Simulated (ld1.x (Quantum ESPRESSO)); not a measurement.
# An RRKJ potential for F, from input to tests

Do these settings give a usable potential? It is generated, then checked for transferability, scattering, ghosts and hardness.

The numbers are computed with ld1.x (Quantum ESPRESSO) 7.5 (PBEsol, scalar-relativistic, spin-unpolarised reference atom).

## 1. Settings

The settings as typed:

```json
{"element": "fluorine (F, Z = 9)", "type": "norm-conserving RRKJ (Kleinman–Bylander form)", "frozen core": "[He]", "valence charge": "7", "reference configuration": "2s2 2p5", "partial waves": "2s (bound): rc 0.80 bohr; 2p (bound): rc 1.25 bohr; 3d channel at 0.25 Ry: rc 1.10 bohr", "local potential": "the d channel", "core correction": "not asked for"}
```

The nodes and maxima of the atom's own shells, from an earlier all-electron run, set the scale for the radii.

All-electron outer shells of the reference configuration (PBEsol, scalar-relativistic, ld1.x):

```tsv
shell	level (eV)	outermost node (bohr)	outermost maximum (bohr)
1s	-661.16	–	0.11
2s	-29.72	0.24	0.76
2p	-11.05	–	0.71
```

## 2. Generating the potential

F.in

```
 &input
   title='F', zed=9., rel=1, dft='PBESOL', iswitch=3,
   config='[He] 2s2 2p5 3d-2',
   nld=3, rlderiv=1.35, eminld=-4.0, emaxld=5.0, deld=0.02
 /
 &inputp
   pseudotype=2, tm=.false., rho0=0.02, lloc=2,
   nlcc=.false.,
   file_pseudopw='F.UPF', file_wfcaegen='ae.wfc', file_wfcncgen='nc.wfc', file_beta='beta', file_chi='chi'
 /
3
2S  1  0   2.00   0.00  0.80  0.80  0.0
2P  2  1   5.00   0.00  1.25  1.25  0.0
3D  3  2  -2.00   0.25  1.10  1.10  0.0
 &test
   configts(1)='2s2 2p5'
 /
```

Started as:

```sh
ld1.x < F.in > F.out
```

The output, F.out (without the banner and most projector matrices):

```text
     Program LD1 v.7.5
     --------------------------- All-electron run ----------------------------

     F
     scalar relativistic calculation

     atomic number is  9.00
     dft =PBESOL   lsd =0 sic =0 latt =0  beta=0.20 tr2=1.0E-14
     Exchange-correlation= PBESOL
                           (   1   4  10   8   0   0   0)
     mesh =1105 r(mesh) =  99.76081 a.u. xmin = -7.00 dx = 0.01250
     1 Ry =  13.60569312 eV, c = 137.03599908

     n l     nl                  e(Ry)          e(Ha)          e(eV)
     1 0     1S 1( 2.00)       -48.5945       -24.2973      -661.1624
     2 0     2S 1( 2.00)        -2.1844        -1.0922       -29.7204
     2 1     2P 1( 5.00)        -0.8123        -0.4061       -11.0517

     final scf error:  6.2E-15 reached in  22 iterations

     Etot =    -198.896219 Ry,     -99.448109 Ha,   -2706.120914 eV

     Ekin =     198.653027 Ry,      99.326514 Ha,    2702.812130 eV
     Encl =    -476.966171 Ry,    -238.483086 Ha,   -6489.455358 eV
     Eh   =      99.223089 Ry,      49.611545 Ha,    1349.998903 eV
     Exc  =     -19.806164 Ry,      -9.903082 Ha,    -269.476588 eV

     normalization and overlap integrals

     s(1S/1S) =  1.000000  <r> =   0.1767  <r2> =    0.0421  r(max) =   0.1139
     s(2S/2S) =  1.000000  <r> =   1.0060  <r2> =    1.2343  r(max) =   0.7617
     s(2P/2P) =  1.000000  <r> =   1.1047  <r2> =    1.6352  r(max) =   0.7066

     ------------------------ End of All-electron run ------------------------

     --------------------- Generating NC pseudopotential ---------------------

      Generating local pot.: lloc=2, matching radius rcloc =   1.1000

      Wfc   2S  rcut= 0.801  Estimated cut-off energy=       69.95 Ry
      Using 4 Bessel functions for this wfc, rho(0) = 0.020
      This function has    0 nodes for 0 < r <    0.801

      Wfc   2P  rcut= 1.256  Estimated cut-off energy=      112.26 Ry
      This function has    0 nodes for 0 < r <    1.256

     ------------------- End of pseudopotential generation -------------------

     [... the all-electron block is printed once more ...]


     Computing logarithmic derivative in   1.34520
     Computing logarithmic derivative in   1.34520
     Computing the partial wave expansion
     R is outside the sphere for l=    0 j= 0.00
     R is outside the sphere for l=    1 j= 0.00
       no projector for channel:   2

     ---------------------- Testing the pseudopotential ----------------------

     F
     scalar relativistic calculation

     atomic number is  9.00   valence charge is  7.00
     dft =PBESOL   lsd =0 sic =0 latt =0  beta=0.20 tr2=1.0E-14
     mesh =1105 r(mesh) =  99.76081 xmin = -7.00 dx = 0.01250

     n l     nl             e AE (Ry)        e PS (Ry)    De AE-PS (Ry)
     1 0     2S   1( 2.00)       -2.18441       -2.18442        0.00001
     2 1     2P   1( 5.00)       -0.81228       -0.81229        0.00000

     eps = 3.8E-15  iter = 50

     Etot =    -198.896219 Ry,     -99.448109 Ha,   -2706.120914 eV
     Etotps =   -47.614720 Ry,     -23.807360 Ha,    -647.831272 eV

     Ekin =      33.559689 Ry,      16.779845 Ha,     456.602832 eV
     Encl =    -112.433242 Ry,     -56.216621 Ha,   -1529.732185 eV
     Ehrt =      41.854753 Ry,      20.927377 Ha,     569.462926 eV
     Ecxc =      -8.777362 Ry,      -4.388681 Ha,    -119.422097 eV
     Epseu=      -1.818558 Ry,      -0.909279 Ha,     -24.742747 eV

     ---------------------- End of pseudopotential test ----------------------
```

It took 2.3 s on 1 thread of Intel Xeon 6975P-C, shared host. (Generation and the later configuration tests together.)

Partial waves on a coarse radial grid (AE all-electron, PS pseudo):

```
r (bohr)   2p AE   2p PS
   0.062  0.0625  0.0231
   0.125  0.1955  0.0913
   0.188  0.3454  0.1968
   0.250  0.4847  0.3256
   0.312  0.6051  0.4657
   0.375  0.7048  0.6061
   0.438  0.7819  0.7319
   0.500  0.8371  0.8326
   0.562  0.8741  0.9055
   0.625  0.8959  0.9500
   0.688  0.9046  0.9671
   0.750  0.9029  0.9623
   0.812  0.8932  0.9422
   0.875  0.8769  0.9121
   0.938  0.8558  0.8777
   1.000  0.8315  0.8432
   1.062  0.8049  0.8098
   1.125  0.7762  0.7776
   1.188  0.7464  0.7466
   1.250  0.7167  0.7167
   1.312  0.6868  0.6868
   1.375  0.6566  0.6566
   1.438  0.6269  0.6269
   1.500  0.5983  0.5983
   1.562  0.5703  0.5703
   1.625  0.5428  0.5428
```

## 3. Testing the new file in other configurations

F.test.in

```
 &input
   title='F', zed=9., rel=1, dft='PBESOL', iswitch=2,
   config='[He] 2s2 2p5 3d-2'
 /
 &test
   file_pseudo='F.UPF', nconf=8,
   configts(1)='2s2 2p5',
   configts(2)='2s2 2p4',
   configts(3)='2s2 2p3',
   configts(4)='2s2 2p2',
   configts(5)='2s1 2p6',
   configts(6)='2s1 2p5',
   configts(7)='2s2 2p4.5',
   configts(8)='2s2 2p5.3'
 /
```

Started as:

```sh
ld1.x < F.test.in > F.test.out
```

F.test.out, the pseudopotential blocks, each with the warnings that came before it:

```text
     ---------------------- Testing the pseudopotential ----------------------

     F
     scalar relativistic calculation

     atomic number is  9.00   valence charge is  7.00
     dft =PBESOL   lsd =0 sic =0 latt =0  beta=0.20 tr2=1.0E-14
     mesh =1105 r(mesh) =  99.76081 xmin = -7.00 dx = 0.01250

     n l     nl             e AE (Ry)        e PS (Ry)    De AE-PS (Ry)
     1 0     2S   1( 2.00)       -2.18441       -2.18442        0.00001
     2 1     2P   1( 5.00)       -0.81228       -0.81229        0.00000

     eps = 5.9E-15  iter =159

     Etot =    -198.896219 Ry,     -99.448109 Ha,   -2706.120914 eV
     Etotps =   -47.614720 Ry,     -23.807360 Ha,    -647.831272 eV

     Ekin =      33.559689 Ry,      16.779845 Ha,     456.602832 eV
     Encl =    -112.433242 Ry,     -56.216621 Ha,   -1529.732185 eV
     Ehrt =      41.854753 Ry,      20.927377 Ha,     569.462926 eV
     Ecxc =      -8.777362 Ry,      -4.388681 Ha,    -119.422097 eV
     Epseu=      -1.818558 Ry,      -0.909279 Ha,     -24.742747 eV

     ---------------------- End of pseudopotential test ----------------------

     ---------------------- Testing the pseudopotential ----------------------

     F
     [...]
     n l     nl             e AE (Ry)        e PS (Ry)    De AE-PS (Ry)
     1 0     2S   1( 2.00)       -3.46782       -3.46984        0.00202
     2 1     2P   1( 4.00)       -2.07413       -2.07117       -0.00296

     eps = 9.0E-15  iter =127

     Etot =    -197.476466 Ry,     -98.738233 Ha,   -2686.804198 eV
     Etotps =   -46.195810 Ry,     -23.097905 Ha,    -628.526011 eV
     dEtot_ae =       1.419752 Ry
     dEtot_ps =       1.418911 Ry,   Delta E=       0.000842 Ry

     [...]
     ---------------------- End of pseudopotential test ----------------------

     ---------------------- Testing the pseudopotential ----------------------

     F
     [...]
     n l     nl             e AE (Ry)        e PS (Ry)    De AE-PS (Ry)
     1 0     2S   1( 2.00)       -4.97983       -4.97946       -0.00037
     2 1     2P   1( 3.00)       -3.59242       -3.57486       -0.01755  !

     eps = 5.2E-15  iter = 84

     Etot =    -194.663071 Ry,     -97.331535 Ha,   -2648.526004 eV
     Etotps =   -43.391122 Ry,     -21.695561 Ha,    -590.366289 eV
     dEtot_ae =       4.233148 Ry
     dEtot_ps =       4.223598 Ry,   Delta E=       0.009549 Ry

     [...]
     ---------------------- End of pseudopotential test ----------------------

     Warning: convergence not achieved
     ---------------------- Testing the pseudopotential ----------------------

     F
     [...]
     n l     nl             e AE (Ry)        e PS (Ry)    De AE-PS (Ry)
     1 0     2S   1( 2.00)       -6.68351       -6.66878       -0.01473  !
     2 1     2P   1( 2.00)       -5.33500       -5.27920       -0.05580  !

     eps = 1.2E-13  iter =201

     Etot =    -190.217225 Ry,     -95.108612 Ha,   -2588.037188 eV
     Etotps =   -38.979241 Ry,     -19.489620 Ha,    -530.339591 eV
     dEtot_ae =       8.678994 Ry
     dEtot_ps =       8.635479 Ry,   Delta E=       0.043515 Ry

     [...]
     ---------------------- End of pseudopotential test ----------------------

     Warning: convergence not achieved
     ---------------------- Testing the pseudopotential ----------------------

     F
     [...]
     n l     nl             e AE (Ry)        e PS (Ry)    De AE-PS (Ry)
     1 0     2S   1( 1.00)       -2.22012       -2.22006       -0.00006
     2 1     2P   1( 6.00)       -0.84401       -0.84623        0.00222

     eps = 1.3E-13  iter =201

     Etot =    -197.522086 Ry,     -98.761043 Ha,   -2687.424894 eV
     Etotps =   -46.241722 Ry,     -23.120861 Ha,    -629.150685 eV
     dEtot_ae =       1.374132 Ry
     dEtot_ps =       1.372998 Ry,   Delta E=       0.001134 Ry

     [...]
     ---------------------- End of pseudopotential test ----------------------

     Warning: convergence not achieved
     ---------------------- Testing the pseudopotential ----------------------

     F
     [...]
     n l     nl             e AE (Ry)        e PS (Ry)    De AE-PS (Ry)
     1 0     2S   1( 1.00)       -3.48092       -3.48669        0.00577  !
     2 1     2P   1( 5.00)       -2.08348       -2.08767        0.00419

     eps = 9.5E-14  iter =201

     Etot =    -196.080875 Ry,     -98.040438 Ha,   -2667.816219 eV
     Etotps =   -44.796959 Ry,     -22.398480 Ha,    -609.493680 eV
     dEtot_ae =       2.815343 Ry
     dEtot_ps =       2.817761 Ry,   Delta E=      -0.002418 Ry

     [...]
     ---------------------- End of pseudopotential test ----------------------

     ---------------------- Testing the pseudopotential ----------------------

     F
     [...]
     n l     nl             e AE (Ry)        e PS (Ry)    De AE-PS (Ry)
     1 0     2S   1( 2.00)       -2.79410       -2.79528        0.00118
     2 1     2P   1( 4.50)       -1.40819       -1.40754       -0.00065

     eps = 7.1E-15  iter = 96

     Etot =    -198.344238 Ry,     -99.172119 Ha,   -2698.610838 eV
     Etotps =   -47.062817 Ry,     -23.531408 Ha,    -640.322243 eV
     dEtot_ae =       0.551980 Ry
     dEtot_ps =       0.551903 Ry,   Delta E=       0.000077 Ry

     [...]
     ---------------------- End of pseudopotential test ----------------------

     ---------------------- Testing the pseudopotential ----------------------

     F
     [...]
     n l     nl             e AE (Ry)        e PS (Ry)    De AE-PS (Ry)
     1 0     2S   1( 2.00)       -1.85443       -1.85382       -0.00061
     2 1     2P   1( 5.30)       -0.49277       -0.49277       -0.00000

     eps = 6.4E-15  iter = 75

     Etot =    -199.091187 Ry,     -99.545594 Ha,   -2708.773594 eV
     Etotps =   -47.809710 Ry,     -23.904855 Ha,    -650.484244 eV
     dEtot_ae =      -0.194968 Ry
     dEtot_ps =      -0.194990 Ry,   Delta E=       0.000021 Ry

     [...]
     ---------------------- End of pseudopotential test ----------------------
```

Excitation and ionisation energies from 2s2 2p5, with the error of the potential. A star marks tests that logged a warning.

| valence configuration | charge | ΔE all-electron (eV) | error AE − PS (meV) |
| --- | --- | --- | --- |
| 2s2 2p4 | +1 | 19.317 | +11 |
| 2s2 2p3 | +2 | 57.595 | +130 |
| 2s2 2p2 * | +3 | 118.084 | +592 |
| 2s1 2p6 * | 0 | 18.696 | +15 |
| 2s1 2p5 * | +1 | 38.305 | -33 |
| 2s2 2p4.5 | +0.5 | 7.510 | +1.0 |
| 2s2 2p5.3 | -0.3 | -2.653 | +0.3 |

## 4. Does it scatter like the atom?

Taken from the files of the generation run. The phase is arctan(r·u′/u) with u = r·R, unwrapped, with energies in Ry. A pole is an energy at which the radial function vanishes at the test radius. The pseudo phase is shifted by a multiple of π to meet the all-electron one at the reference energy. Levels narrower than the energy grid can be missing from the poles. The last column is the largest difference on the grid between −1 and +1 Ry.

```tsv
channel	radius (bohr)	reference (Ry)	poles AE	poles PS	window around the reference with phases within 0.05 rad (Ry)	largest difference near zero (rad)
s	1.34	-2.18	0.04	0.04	the whole range	0.001
p	1.34	-0.81	1.12	1.16	the whole range	0.004
d	1.34	0.25	none	none	the whole range	0.000
```

Phases (rad) along the scan:

```
E (Ry)    p AE    p PS   d AE   d PS
 -4.00   1.119   1.120  1.280  1.280
 -3.52   1.066   1.068  1.270  1.270
 -3.04   0.990   0.993  1.258  1.258
 -2.56   0.873   0.876  1.245  1.245
 -2.08   0.670   0.673  1.231  1.231
 -1.60   0.281   0.284  1.214  1.214
 -1.12  -0.364  -0.364  1.196  1.196
 -0.64  -0.934  -0.934  1.174  1.174
 -0.16  -1.245  -1.244  1.149  1.149
  0.32  -1.414  -1.412  1.120  1.120
  0.80  -1.519  -1.515  1.085  1.085
  1.28  -1.592  -1.587  1.042  1.042
  1.76  -1.648  -1.642  0.989  0.989
  2.24  -1.695  -1.687  0.921  0.921
  2.72  -1.736  -1.726  0.833  0.834
  3.20  -1.776  -1.762  0.716  0.717
  3.68  -1.815  -1.798  0.557  0.558
  4.16  -1.856  -1.834  0.341  0.343
  4.64  -1.902  -1.873  0.064  0.067
```

## 5. Plane-wave convergence, by spherical Bessel functions

This step uses the generator's waves and projectors in a separate script. Basis: spherical Bessel functions vanishing at 20 bohr, q² up to the cutoff; potential fixed at the reference.

All-electron valence levels (Ry): 2s -2.1844, 2p -0.8123. The lowest levels of each channel (Ry) by cutoff; the last column sums, over occupied levels, occupation times the distance from the level at 400 Ry. A positive value at high cutoff is not a bound level.

```
cutoff (Ry)     s #1     p #1    d #1    f #1  Σ f·Δε (mRy)
          8  -1.6868  -0.0063  0.0807  0.1213        5025.5
         21  -1.7375  -0.2664  0.0807  0.1213        3623.5
         45  -1.9248  -0.7239  0.0807  0.1213         961.2
         70  -2.0782  -0.8080  0.0807  0.1213         234.2
        120  -2.1707  -0.8123  0.0807  0.1213          27.7
        140  -2.1798  -0.8123  0.0807  0.1213           9.4
        180  -2.1841  -0.8123  0.0807  0.1213           0.8
        230  -2.1844  -0.8123  0.0807  0.1213           0.0
        400  -2.1845  -0.8123  0.0807  0.1213           0.0
```

The sum stays within 10 mRy from 140 Ry and within 1 mRy from 180 Ry. The sum leaves out empty levels, which can need more. Ghost test: no level below the all-electron spectrum of its channel (s, p, d, f tested).

## 6. Summary of results

| quantity | value |
| --- | --- |
| cutoffs for 10 and 1 mRy, occupied levels | 140 Ry and 180 Ry |
| bound ghosts | none found |
| largest test error (AE − PS) | +592 meV, for 2s2 2p2 (one of 3 tests with a warning) |
| largest phase difference near zero energy, channels read | 0.004 rad |

**Reading.** By total energies transferability is poor: the largest error is 592 meV on 118.1 eV, for 2s2 2p2. That test lies far up in energy; among those under 40 eV, nearer to bonding, the largest error is 33 meV. By its cutoff, 140 Ry for the looser tolerance, it is very hard. The slowest occupied level is 2s: taken alone it needs 180 Ry to come within 1 mRy, against 80 Ry for 2p. No bound ghost shows below the valence levels. Near zero energy the phases of the channels with partial waves agree within 0.004 rad. These are tests on the free atom; a crystal test is still owed.
